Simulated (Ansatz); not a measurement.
# Rh (Rhodium): the cost of one run

Method: DFT PBE+D3(BJ), scalar-relativistic, plane waves, PAW, in Ansatz 0.2.0.

The COD entry's cell or inner coordinates are ideal or old and differ from later refinements, so a difference from it is no clean test against experiment.

## 1. The system as given

The structure is cubic, space group Fm-3m (No. 225). Conventional cell: a = 3.793 Å, b = 3.793 Å, c = 3.793 Å, α = 90.00°, β = 90.00°, γ = 90.00°. Rh (site symmetry m-3m) has 12 Rh at 2.68 Å as nearest neighbours.

Coordinates:

```xyz
1
Lattice="0.0000 1.8967 1.8967 1.8967 0.0000 1.8967 1.8967 1.8967 0.0000" Properties=species:S:1:pos:R:3 pbc="T T T"
Rh    0.0000    0.0000    0.0000
```

This cell was relaxed beforehand with the same method: volume 13.65 Å³/atom, gap on the mesh none (metal).

## 2. The slab

Miller indices refer to the conventional cell of the relaxed bulk, Fm-3m (No. 225): a = 3.793 Å, b = 3.793 Å, c = 3.793 Å, α = 90.00°, β = 90.00°, γ = 90.00°.

A (111) slab, 6.6 Å thick as cut, with 17 Å of vacuum, in a 2×1 surface cell; its outer planes are Rh (top) and Rh (bottom).

The slab as cut. Its planes from the bottom up:

| plane | atoms per cell | height over the lowest (Å) |
| --- | --- | --- |
| 1 | Rh2 | 0.00 |
| 2 | Rh2 | 2.19 |
| 3 | Rh2 | 4.38 |
| 4 | Rh2 | 6.57 |

## 3. The clean surface, relaxed

Contents of input.yaml:

```yaml
crystal:
  lattice:
    - [5.3646373903, 0.0, 0.0]
    - [-1.3411593476, 2.3229561311, 0.0]
    - [0.0, 0.0, 23.5703121307]
  atoms:
    - { symbol: Rh, position: [0.3333333333, 0.3333333333, 0.3606231412] }
    - { symbol: Rh, position: [0.8333333333, 0.3333333333, 0.3606231412] }
    - { symbol: Rh, position: [0.6666666667, 0.6666666667, 0.4535410471] }
    - { symbol: Rh, position: [0.1666666667, 0.6666666667, 0.4535410471] }
    - { symbol: Rh, position: [0.0, 0.0, 0.5464589529] }
    - { symbol: Rh, position: [0.5, 0.0, 0.5464589529] }
    - { symbol: Rh, position: [0.3333333333, 0.3333333333, 0.6393768588] }
    - { symbol: Rh, position: [0.8333333333, 0.3333333333, 0.6393768588] }
basis:
  ecutwfc: 420
kpoints:
  mp_grid: { grid: [6, 12, 1] }
hamiltonian:
  xc: pbe
  dispersion: d3bj
scf:
  occupations: { method: gaussian, width: 0.1 }
output:
  forces: true
  eigenvalues: true
relax:
  adjacent_minimum: "off"
  f_tol: 0.03
  max_steps: 70
  constraints: [{ sites: [0, 1, 2, 3] }]
efield:
  axis: 3
  dipole_correction: true
```

On the command line:

```
$ ansatz run input.yaml --threads 2 --pin off --max-ram 5120MiB --backend cpu --events-out ev --progress --plain --runs-dir out
```

Q: Estimate wall time and peak memory on 2 threads of Intel Xeon 6975P-C (Granite Rapids), shared host.

About 60 s, with a peak of 0.87 GiB.
